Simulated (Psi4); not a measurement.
# CH2GeN (SMILES N#[C][GeH2]) at UM06-L/def2-SVPD

What is the vertical electron affinity of CH2GeN at UM06-L/def2-SVPD? 

The results are computed with Psi4 1.11.

## Step 1: The system as given

CH2GeN: 5 atoms, total charge 0, spin state doublet. As SMILES, `N#[C][GeH2]`. The coordinates come from a PBE0-D4/def2-TZVP relaxation.

Bond lengths: N1–C2 1.154 Å, C2–Ge3 1.912 Å, Ge3–H4 1.534 Å, Ge3–H5 1.534 Å. Angles: N1–C2–Ge3 175.5°, C2–Ge3–H4 108.2°, C2–Ge3–H5 108.2°, H4–Ge3–H5 114.7°.

## Step 2: Energy and gradient at UM06-L/def2-SVPD

Contents of ch2gen.py:

```python
import psi4

psi4.set_memory('2200 MB')
psi4.set_num_threads(1)
psi4.set_output_file('run.log', False)

molecule = psi4.geometry("""
0 2
N      1.590700    -1.029300     1.293200
C      0.838400    -0.535900     0.570400
Ge    -0.315900     0.241400    -0.740100
H     -1.658900    -0.498000    -0.695900
H     -0.404300     1.748400    -0.468900
symmetry c1
""")

psi4.set_options({
    'reference': 'uks',
    'puream': True,
    'e_convergence': 1e-09,
    'd_convergence': 1e-08,
    'scf_type': 'pk',
    'dft_radial_points': 99,
    'dft_spherical_points': 590,
    'maxiter': 100,
})

e_tot, wfn = psi4.gradient("m06-l/def2-SVPD", return_wfn=True)
psi4.oeprop(wfn, "MAYER_INDICES", "QUADRUPOLE", "WIBERG_LOWDIN_INDICES", title="M06-L")
print('gradient / Eh bohr^-1')
print(e_tot.np.round(6))
print(f'energy = {wfn.energy():.10f} Eh')
```

On the command line:

```bash
$ python ch2gen.py
```

run.log:

```text
[...]
  Running in c1 symmetry.
[...]
  Nuclear repulsion =  137.584871191227109
[...]
  Multiplicity = 2
[...]
  Nalpha       = 24
  Nbeta        = 23
[...]
    Number of basis functions: 94
[...]
   @UKS iter   1: -2169.13749769175547   -2.04099e+00   2.65378e-02 DIIS/ADIIS
[...]
   @UKS iter  15: -2170.59484783428115   -1.27329e-11   7.59696e-09 DIIS
[...]
   @S^2 Observed:                7.527387501E-01
[...]
    Orbital Energies [Eh]
    ---------------------
    Alpha Occupied:
       1A   -398.083017     2A    -49.694487     3A    -44.130674
       4A    -44.129293     5A    -44.128416     6A    -14.195754
       7A    -10.092640     8A     -6.255784     9A     -4.382677
      10A     -4.380119    11A     -4.377119    12A     -1.171158
      13A     -1.170374    14A     -1.168108    15A     -1.166741
      16A     -1.166114    17A     -0.862141    18A     -0.582460
      19A     -0.424408    20A     -0.371292    21A     -0.341084
      22A     -0.325911    23A     -0.323016    24A     -0.224560
    Alpha Virtual:
      25A     -0.038287    26A     -0.029130    27A      0.002137
[...]
  @UKS Final Energy: -2170.59484783428115
   => Energetics <=
    Nuclear Repulsion Energy =            137.5848711912271085
    One-Electron Energy =               -3293.7112474588147961
    Two-Electron Energy =                1077.5114128117413657
    DFT Exchange-Correlation Energy =     -91.9798843784352584
    Empirical Dispersion Energy =           0.0000000000000000
    VV10 Nonlocal Energy =                  0.0000000000000000
    Total Energy =                      -2170.5948478342811541
[...]
  -Total Gradient:
     Atom            X                  Y                   Z
    ------   -----------------  -----------------  -----------------
       1       -0.021192767429     0.013865402423    -0.020030503470
       2        0.019444284766    -0.012654775525     0.017675922188
       3        0.000215917926    -0.000416551133     0.002873388655
       4        0.001312137066     0.000549997039    -0.000186892804
       5        0.000240347322    -0.001350092200    -0.000382142978
[...]
 Multipole Moments:
 ------------------------------------------------------------------------------------
     Multipole            Electronic (a.u.)      Nuclear  (a.u.)        Total (a.u.)
 ------------------------------------------------------------------------------------
 L = 1.  Multiply by 2.5417464519 to convert [e a0] to [Debye]
 Dipole X            :         -2.5171831            1.5306108           -0.9865723
 Dipole Y            :          1.8655776           -1.2157286            0.6498490
 Dipole Z            :         -4.5417349            3.5658863           -0.9758486
 Magnitude           :                                                    1.5322888
 L = 2.  Multiply by 1.3450342976 to convert [e a0^2] to [Debye ang]
 Quadrupole XX       :       -122.9977790           98.9657149          -24.0320641
 Quadrupole XY       :         60.2780944          -58.4449138            1.8331805
[...]
```

Standard output:

```text
gradient / Eh bohr^-1
[[-0.021193  0.013865 -0.020031]
 [ 0.019444 -0.012655  0.017676]
 [ 0.000216 -0.000417  0.002873]
 [ 0.001312  0.00055  -0.000187]
 [ 0.00024  -0.00135  -0.000382]]
energy = -2170.5948478343 Eh
```

It took 69 s on 1 thread of Intel Xeon Platinum 8259CL at 2.50GHz (Skylake/Cascade Lake), shared host; peak memory 1.2 GiB.

## Step 3: The singlet anion at the same level

Contents of input.inp:

```
memory 2200 MB

molecule mol {
  -1 1
  N      1.590700    -1.029300     1.293200
  C      0.838400    -0.535900     0.570400
  Ge    -0.315900     0.241400    -0.740100
  H     -1.658900    -0.498000    -0.695900
  H     -0.404300     1.748400    -0.468900
  units angstrom
  symmetry c1
}

set globals {
  basis def2-SVPD
  reference rks
  puream true
  e_convergence 1e-09
  d_convergence 1e-08
  scf_type pk
  dft_radial_points 99
  dft_spherical_points 590
}

result, w = gradient('m06-l', return_wfn=True)
oeprop(w, 'DIPOLE', 'WIBERG_LOWDIN_INDICES', 'MAYER_INDICES', title='M06-L')
print_variables()
```

On the command line:

```bash
$ psi4 -i input.inp -o input.out -n 1
```

input.out:

```text
[...]
  Running in c1 symmetry.
[...]
  Nuclear repulsion =  137.584871191227109
[...]
  Multiplicity = 1
[...]
  Nalpha       = 24
  Nbeta        = 24
[...]
    Number of basis functions: 94
[...]
   @RKS iter   1: -2168.92392172027121   -1.82741e+00   2.73462e-02 DIIS/ADIIS
[...]
   @RKS iter  15: -2170.66120457092075    0.00000e+00   2.30265e-09 DIIS
[...]
    Orbital Energies [Eh]
    ---------------------
    Doubly Occupied:
       1A   -397.817080     2A    -49.429632     3A    -43.864783
       4A    -43.864032     5A    -43.863643     6A    -13.979153
       7A     -9.886812     8A     -5.990242     9A     -4.116882
      10A     -4.114295    11A     -4.111192    12A     -0.906442
      13A     -0.905143    14A     -0.901364    15A     -0.899749
      16A     -0.898924    17A     -0.655230    18A     -0.339920
      19A     -0.199883    20A     -0.149131    21A     -0.133470
      22A     -0.124438    23A     -0.114103    24A      0.037824
[...]
  @RKS Final Energy: -2170.66120457092075
   => Energetics <=
    Nuclear Repulsion Energy =            137.5848711912271085
    One-Electron Energy =               -3305.2257587777385197
    Two-Electron Energy =                1089.1877739461224337
    DFT Exchange-Correlation Energy =     -92.2080909305318244
    Empirical Dispersion Energy =           0.0000000000000000
    VV10 Nonlocal Energy =                  0.0000000000000000
    Total Energy =                      -2170.6612045709207450
[...]
  -Total Gradient:
     Atom            X                  Y                   Z
    ------   -----------------  -----------------  -----------------
       1       -0.037232992397     0.023712110590    -0.028790847634
       2        0.039196944282    -0.022865081181     0.009529870620
       3       -0.021422346036     0.006828406614     0.050757598230
       4        0.011346319397    -0.001004012114    -0.015520682154
       5        0.008162630036    -0.006687256425    -0.016098576240
[...]
 Multipole Moments:
 ------------------------------------------------------------------------------------
     Multipole            Electronic (a.u.)      Nuclear  (a.u.)        Total (a.u.)
 ------------------------------------------------------------------------------------
 L = 1.  Multiply by 2.5417464519 to convert [e a0] to [Debye]
 Dipole X            :         -2.3604110            1.5306108           -0.8298002
 Dipole Y            :          1.7240537           -1.2157286            0.5083251
 Dipole Z            :         -4.0083363            3.5658863           -0.4424499
 Magnitude           :                                                    1.0689831
[...]
```

Wall time 46 s (1 thread of Intel Xeon Platinum 8259CL at 2.50GHz (Skylake/Cascade Lake), shared host); peak memory 1.2 GiB.

## Step 4: What came out

Level: UM06-L/def2-SVPD.

```
                                                            quantity           value
                                        doublet CH2GeN: total energy  -2170.59485 Eh
                                       doublet CH2GeN: dipole moment          3.89 D
                  doublet CH2GeN: HOMO energy (highest over α and β)        -6.11 eV
                   doublet CH2GeN: LUMO energy (lowest over α and β)        -4.73 eV
                                                doublet CH2GeN: ⟨S²⟩           0.753
                            doublet CH2GeN: largest force on an atom      1.660 eV/Å
                                         singlet anion: total energy  -2170.66120 Eh
                                          singlet anion: HOMO energy         1.03 eV
                                          singlet anion: LUMO energy         4.54 eV
singlet anion: HOMO–LUMO gap (to an unbound level, set by the basis)         3.51 eV
                             singlet anion: largest force on an atom      2.855 eV/Å
                   vertical electron affinity (to the singlet anion)        1.806 eV
```

In words: At fixed nuclei the extra electron is bound by 1.81 eV (42 kcal/mol). The largest force (doublet CH2GeN) is 1.66 eV/Å: the shape isn't a stationary point for this species at this level. The HOMO (singlet anion) lies at positive energy, 1.03 eV, as semi-local functionals often give for anions; only total energies tell whether the electron is bound.
